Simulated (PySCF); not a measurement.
# [Ge3]+: structure of the quartet

Aim: relax [Ge3]+ as a quartet from a obtuse triangle start, check by its vibrations whether the end is a minimum, and collect its spectrum and constants.

The runs use PySCF 2.14.0; PBE0, basis Ge def2-TZVP, no relativity, density fitting.

### Step 1. The starting structure

3 atoms, charge 1, spin multiplicity 4.

Bond lengths: Ge1–Ge2 2.381 Å, Ge1–Ge3 2.381 Å. Angles: Ge2–Ge1–Ge3 104.9°.

```xyz
3
charge 1 multiplicity 4
Ge    0.0000    0.0000    0.0000
Ge    1.8876    1.4520    0.0000
Ge   -1.8876    1.4520    0.0000
```

### Step 2. The SCF at the typed geometry

The steps below are one call of a driver around PySCF. For each, scf.py gives the equivalent set-up of the SCF; relaxations use the driver's own optimiser. After this first run the driver tries any further starts and a stability analysis.

Contents of scf.py:

```python
from pyscf import gto, scf, dft
mol = gto.M(atom='''
Ge     0.000000     0.000000     0.000000
Ge     1.887600     1.452000     0.000000
Ge    -1.887600     1.452000     0.000000''',
    basis={'Ge': 'def2-TZVP'},
    charge=1, spin=3)
mf = dft.UKS(mol, xc='PBE0')
mf.grids.atom_grid = (50, 194)
aux = {'Ge': 'def2-universal-JKFIT'}
mf = mf.density_fit(auxbasis=aux)
mf.conv_tol = 1e-08
mf.diis_space = 10
mf.max_cycle = 60
mf.init_guess = 'minao'
mf.verbose = 4
mf.kernel()
```

Launch:

```
OMP_NUM_THREADS=4 python axn.py task.json out
```

Further steps of the session: Relaxation: obtuse triangle start, quartet; Vibrations and properties at this point.

What does the calculation give? Wanted: minimum; geometry; wavenumbers; dipole moment; highest occupied, lowest empty level; polar-tensor charge of Ge1; zero-point energy; ⟨S²⟩.

The runs gave:

| quantity | value |
| --- | --- |
| minimum | quartet, D∞h |
| geometry | Ge–Ge 2.461 Å (×2); Ge–Ge–Ge 180.0° |
| wavenumbers (cm⁻¹) | 35, 51, 180, 223 |
| dipole moment (centre of mass) | 0.00 D |
| highest occupied, lowest empty level (either spin) | -10.16, -8.87 eV |
| polar-tensor charge of Ge1 | -0.02 e |
| zero-point energy | 2.9 kJ/mol |
| entropy at 298.15 K | 328.7 J/(mol K) |
| ⟨S²⟩ | 3.759 |

**Reading.** The obtuse triangle start (C2v) ends in a minimum of D∞h symmetry. The strongest infrared band lies at 223 cm⁻¹ (stretch). Only this shape and spin were tried, so other structures or states may lie lower. The SCF density has lower symmetry than the nuclear frame.
